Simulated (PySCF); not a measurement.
**C₃H₆OSi: geometry, spin-spin couplings**

What spin-spin couplings should C₃H₆OSi (`C=C[SiH2]C=O`) show?

Computed with PySCF 2.14.0, with density-fitted response routines of our own, on a single molecule in the gas phase. Atoms count from 0, in the outputs and in this text.

## (1) Starting geometry

11 atoms, charge 0, multiplicity 1; geometry from: GFN2-xTB. The atoms were then displaced at random by about 0.01 Å, so the start is not that level's minimum.

Bonds of the start (Å): C0–C1 1.30, C1–Si2 1.87, Si2–C3 1.97, C3–O4 1.19, C0–H5 1.08, C0–H6 1.10, C1–H7 1.07, Si2–H8 1.45, Si2–H9 1.46, C3–H10 1.10.

## (2) Geometry optimisation at PBE0-D3(BJ)/def2-SVP

Job settings and geometry (Å):

```
{"job": {"xc": "PBE0", "basis": "def2-SVP", "d3": "d3bj", "grid": 1, "shake": 0.01, "kind": "geom"}, "charge": 0, "multiplicity": 1}
C     -1.760640     0.746920    -0.708970
C     -1.072820     0.056460     0.144940
Si     0.542020    -0.800360    -0.254980
C      1.910860     0.033850     0.882580
O      2.432100    -0.527300     1.789170
H     -1.471370     0.912590    -1.737840
H     -2.701090     1.247160    -0.440830
H     -1.427100    -0.033400     1.155070
H      0.971870    -0.531550    -1.609260
H      0.502430    -2.225870     0.079540
H      2.111860     1.095670     0.684910
```

Run with:

```console
$ OMP_NUM_THREADS=1 python probes_run.py task.json out
```

This one command runs all jobs of the session in turn.

**Question.** This job is followed by: B3LYP/6-31G* indirect spin-spin coupling, non-relativistic, gas phase. Predict these results of the whole session: point group; rotational constants (main isotopes); largest coupling of the table (B3LYP/6-31G*).

As calculated:

| quantity | value |
| --- | --- |
| point group | C1 |
| rotational constants (main isotopes) | 10.44, 1.90, 1.77 GHz |
| largest coupling of the table (B3LYP/6-31G*) | ¹J(Si,H) Si2–H8, -184.0 Hz |

What this shows: Over 6 steps the energy fell by 0.168 eV; of the close pairs, Si2–H8 changed most, 1.446 to 1.497 Å. Of the pairs tabulated at B3LYP/6-31G*, Si2–H8 (mean over like pairs) couples most strongly (-184.0 Hz; Fermi contact -184.3 Hz). Couplings across rotatable bonds belong to this one conformer; where others are populated, the observed values are averages. Couplings from bases without tight functions are rough.
